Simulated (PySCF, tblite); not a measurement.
# C₄H₉FNSi₂ radical: geometry, infrared bands and EPR parameters

What infrared bands and EPR parameters should C₄H₉FNSi₂ radical (`C[SiH2]C[C@@](F)([SiH2])C#N`) show?

The runs use tblite 0.8.0 and PySCF 2.14.0, with density-fitted response routines of our own; the level of theory stands in each step. All values are computed, except where a source is named. Atoms count from 0, in the outputs and in this text.

## (1) Starting geometry

17 atoms, charge 0, multiplicity 2; geometry from: force field or distance geometry start.

Bonds of the start (Å): C0–Si1 1.90, Si1–C2 1.84, C2–C3 1.52, C3–F4 1.38, C3–Si5 1.86, C3–C6 1.46, C6–N7 1.16, C0–H8 1.10, C0–H9 1.10, C0–H10 1.09, Si1–H11 1.48, Si1–H12 1.48, C2–H13 1.12, C2–H14 1.13, Si5–H15 1.47, Si5–H16 1.48.

## (2) Optimising the geometry with GFN2-xTB

Job settings and geometry (Å):

```
{"job": {"kind": "relax", "xc": "GFN2-xTB", "basis": "xTB"}, "charge": 0, "multiplicity": 2}
C      2.592500    -0.127000     0.576200
Si     1.201500    -0.245000    -0.710700
C     -0.015300     1.102600    -0.413400
C     -1.429300     0.540400    -0.441200
F     -1.705100    -0.072100    -1.651200
Si    -1.703000    -0.730300     0.887600
C     -2.412500     1.600700    -0.230300
N     -3.175600     2.456600    -0.071500
H      2.188400    -0.020000     1.595400
H      3.189800     0.742300     0.264800
H      3.198500    -1.029600     0.517600
H      1.806200    -0.038600    -2.042900
H      0.616300    -1.599400    -0.582400
H      0.014100     1.816600    -1.280500
H      0.147800     1.682000     0.538400
H     -3.037400    -1.335000     0.831800
H     -1.483800    -0.082700     2.202400
```

Started as:

```
OMP_NUM_THREADS=1 python probes_run.py task.json out
```

One launch serves the whole session: the jobs run in the order shown.

**Question.** This job is followed by: GFN2-xTB harmonic vibrations, gas phase; UKS B3LYP, pcH-1 on C F H N Si, non-relativistic, mean-field spin-orbit, GIAO. What will the session give for the following? strongest single infrared mode (GFN2-xTB); zero-point energy (GFN2-xTB); g(iso) (B3LYP); ⟨S²⟩; largest a(iso) (averaged by class); potential on the surface of density 0.002 e/bohr³, 1st and 99th percentile.

As calculated:

| quantity | value |
| --- | --- |
| strongest single infrared mode (GFN2-xTB) | 2335 cm⁻¹, 386 km/mol |
| zero-point energy (GFN2-xTB) | 70.6 kcal/mol |
| g(iso) (B3LYP) | 2.00311 |
| ⟨S²⟩ | 0.752 (exact 0.75) |
| largest a(iso) (averaged by class) | 29Si on Si5, -463.8 MHz |
| potential on the surface of density 0.002 e/bohr³, 1st and 99th percentile | -1.59 V and 1.40 V |

**Reading.** Over 80 steps the energy fell by 0.334 eV; of the close pairs, C3–Si5 changed most, 1.859 to 1.941 Å. The lowest mode is imaginary (40i cm⁻¹), so the xTB geometry is not a minimum: the zero-point energy counts the real modes alone, and all values at this geometry belong to a saddle point. The strongest single mode, at 2335 cm⁻¹, moves mainly H15. GFN2-xTB is a fitted tight-binding method: band positions and strengths are rough. Its intensities can rank the bands wrongly. Most of the unpaired spin sits on Si5 (0.95 e). The isotropic g lies 0.8 ppt above the free-electron value. These values are for one conformer; the search (at its own cheap level) found 2 more, at 0.03, 1.22 kcal/mol (those within 0.05 may be mirror or relabelled copies), and measured spectra average over such forms.
